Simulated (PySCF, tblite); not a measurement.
**C₄H₉PSi₂: geometry, infrared bands and NMR shifts**

Wanted: the infrared bands and NMR shifts of C₄H₉PSi₂ (`C#C/C(=C\[SiH3])[SiH2]P`), by calculation.

The runs use tblite 0.8.0 and PySCF 2.14.0, with density-fitted response routines of our own; the level of theory stands in each step. All values are computed, except where a source is named. Atoms count from 0, in the outputs and in this text.

### 1 The starting structure

16 atoms, charge 0, multiplicity 1; geometry from: force field or distance geometry start.

Bonds of the start (Å): C0–C1 1.21, C1–C2 1.41, C2–C3 1.35, C3–Si4 1.84, C2–Si5 1.88, Si5–P6 2.22, C0–H7 1.07, C3–H8 1.07, Si4–H9 1.48, Si4–H10 1.48, Si4–H11 1.49, Si5–H12 1.50, Si5–H13 1.49, P6–H14 1.41, P6–H15 1.40.

### 2 Relaxing the molecule with GFN2-xTB

Job settings and geometry (Å):

```
{"job": {"kind": "relax", "xc": "GFN2-xTB", "basis": "xTB"}, "charge": 0, "multiplicity": 1}
C     -0.126300    -0.494500     2.615800
C     -0.111800    -0.072700     1.480000
C     -0.055700     0.406300     0.151800
C      0.990000     0.228400    -0.675500
Si     2.571600    -0.649700    -0.324000
Si    -1.609600     1.318900    -0.369500
P     -2.998100    -0.181300    -1.232600
H     -0.150500    -0.855000     3.620600
H      0.977500     0.608700    -1.679300
H      3.297600     0.009700     0.785000
H      2.318800    -2.074100    -0.001200
H      3.412900    -0.592200    -1.548800
H     -2.268000     1.998100     0.789000
H     -1.279500     2.310600    -1.427900
H     -2.922000    -1.105700    -0.164700
H     -2.054400    -0.846500    -2.030000
```

On the command line:

```console
> OMP_NUM_THREADS=1 python probes_run.py task.json out
```

The driver reads the jobs from task.json and runs them one after another.

**Question.** This job is followed by: GFN2-xTB harmonic vibrations, gas phase; GIAO PBE0/pcSseg-1 NMR shielding, non-relativistic, gas phase. What will the session give for the following? strongest single infrared mode (GFN2-xTB); zero-point energy (GFN2-xTB); 13C shifts against TMS (PBE0/pcSseg-1); 1H shifts against TMS (PBE0/pcSseg-1, means over atoms taken as alike); 29Si shifts against TMS (PBE0/pcSseg-1); 31P shifts against H3PO4 (PBE0/pcSseg-1).

**Answer**, as computed:

| quantity | value |
| --- | --- |
| strongest single infrared mode (GFN2-xTB) | 796 cm⁻¹, 448 km/mol |
| zero-point energy (GFN2-xTB) | 61.2 kcal/mol |
| 13C shifts against TMS (PBE0/pcSseg-1) | 158.1, 152.8, 102.2, 86.9 ppm |
| 1H shifts against TMS (PBE0/pcSseg-1, means over atoms taken as alike) | 7.25, 4.62, 4.17, 3.67, 1.44 ppm |
| 29Si shifts against TMS (PBE0/pcSseg-1) | -37.4, -87.3 ppm |
| 31P shifts against H3PO4 (PBE0/pcSseg-1) | -290.9 ppm |

Over 125 steps the energy fell by 0.161 eV; of the close pairs, C3–Si4 changed most, 1.843 to 1.884 Å. All 42 modes are real, so the xTB geometry is a minimum. The strongest single mode, at 796 cm⁻¹, is carried by H11, Si4, C3, H10. GFN2-xTB is a fitted tight-binding method: band positions and strengths are rough. Its intensities can rank the bands wrongly. H8 (hydrogen on an alkene CH) lies farthest downfield among hydrogen, at 7.25 ppm; olefinic region. At PBE0/pcSseg-1: The largest span, 298 ppm, is at C1, where the paramagnetic term is -158 ppm.
